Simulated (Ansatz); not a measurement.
**CuH₃O₂: one species, many methods**

One table from this session's results is given with a row withheld; the runs are named, their logs left out.

Computed with Ansatz 0.2.0, Gaussian basis. Level: functionals in def2-TZVPP, the program's frozen cores in correlated methods.

Levels to be run: LDA (SPW92), PBE-D4, revPBE-D4, BLYP-D4, r2SCAN-D4, B97M-V, PBE0-D4, B3LYP-D4, r2SCANh-D4, r2SCAN0-D4, HSE06-D4, BHLYP-D4, CAM-B3LYP-D4, LC-ωPBE, ωB97X-V, ωB97M-V, B2PLYP, PBE-QIDH; CCSD(T)/def2-SVP; CCSD(T)/def2-TZVPP; CCSD(T)/def2-QZVPP; extrapolation to the limit; RPA on PBE.

### Structure used throughout

All runs share one geometry, relaxed beforehand with PBE0-D4 in a triple-zeta def2 set.

SMILES `[OH][Cu-][OH2+]`, 6 atoms, charge 0, spin multiplicity 1.

Atoms are counted from 1 here; the program's logs count them from 0.

Bond lengths: O1–Cu2 1.775 Å, O1–H4 0.960 Å, Cu2–O3 1.938 Å, O3–H5 0.963 Å, O3–H6 0.963 Å. Angles: Cu2–O1–H4 110.8°, O1–Cu2–O3 175.9°, Cu2–O3–H5 113.6°, Cu2–O3–H6 113.6°, H5–O3–H6 107.2°.

Set-up of the first run:

File in.yaml:

```yaml
crystal:
  periodic: [false, false, false]
  atoms:
    - {symbol: O, position_ang: [-1.905987, -1.065189, -0.509284]}
    - {symbol: Cu, position_ang: [-0.338987, -0.373847, -0.044203]}
    - {symbol: O, position_ang: [1.405595, 0.257242, 0.517167]}
    - {symbol: H, position_ang: [-2.451492, -0.408685, -0.947932]}
    - {symbol: H, position_ang: [1.964549, 0.544717, -0.211785]}
    - {symbol: H, position_ang: [1.368422, 0.981760, 1.149839]}
basis:
  gaussian: {orbitals: def2-TZVPP}
hamiltonian: {xc: lda}
output: {orbitals: {seedname: orbitals}}
```

Started as:

```sh
ansatz run in.yaml --threads 2 --pin off --events-out ev --progress --plain --max-ram 22528MiB --backend cpu
```

Steps of the session up to this table: LDA; PBE-D4 (GGA); revPBE-D4 (GGA); BLYP-D4 (GGA); r2SCAN-D4 (meta-GGA); B97M-V (meta-GGA); PBE0-D4 (hybrid); B3LYP-D4 (hybrid); r2SCANh-D4 (hybrid); r2SCAN0-D4 (hybrid); HSE06-D4 (hybrid); BHLYP-D4 (hybrid); CAM-B3LYP-D4 (range-separated); LC-ωPBE (range-separated); ωB97X-V (range-separated); ωB97M-V (range-separated); B2PLYP (double hybrid); PBE-QIDH (double hybrid).

One table of the session follows, with a row left open; its other results are not shown here.

It belongs to the step «Frontier levels by functional». 

| functional | HOMO (eV) | gap (eV) |
| --- | --- | --- |
| LDA (SPW92) | -4.60 | 2.56 |
| PBE-D4 | -4.36 | 2.46 |
| revPBE-D4 | -4.27 | 2.43 |
| BLYP-D4 | -4.32 | 2.37 |
| r2SCAN-D4 | -4.55 | 3.17 |
| B97M-V | -4.70 | 2.96 |
| PBE0-D4 | -5.94 | 4.91 |
| B3LYP-D4 | -5.74 | 4.33 |
| r2SCANh-D4 | -5.18 | 4.11 |
| r2SCAN0-D4 | -6.12 | 5.46 |
| HSE06-D4 | -5.52 | 4.13 |
| BHLYP-D4 | -7.39 | 6.97 |
| CAM-B3LYP-D4 | -7.45 | 7.18 |
| LC-ωPBE | ? | ? |
| ωB97X-V | -8.41 | 9.28 |
| ωB97M-V | -8.44 | 8.89 |

Q: Estimate the row for LC-ωPBE from the others.

**Answer.** HOMO (eV): -8.67; gap (eV): 9.72. In the column «HOMO (eV)» it is the lowest.
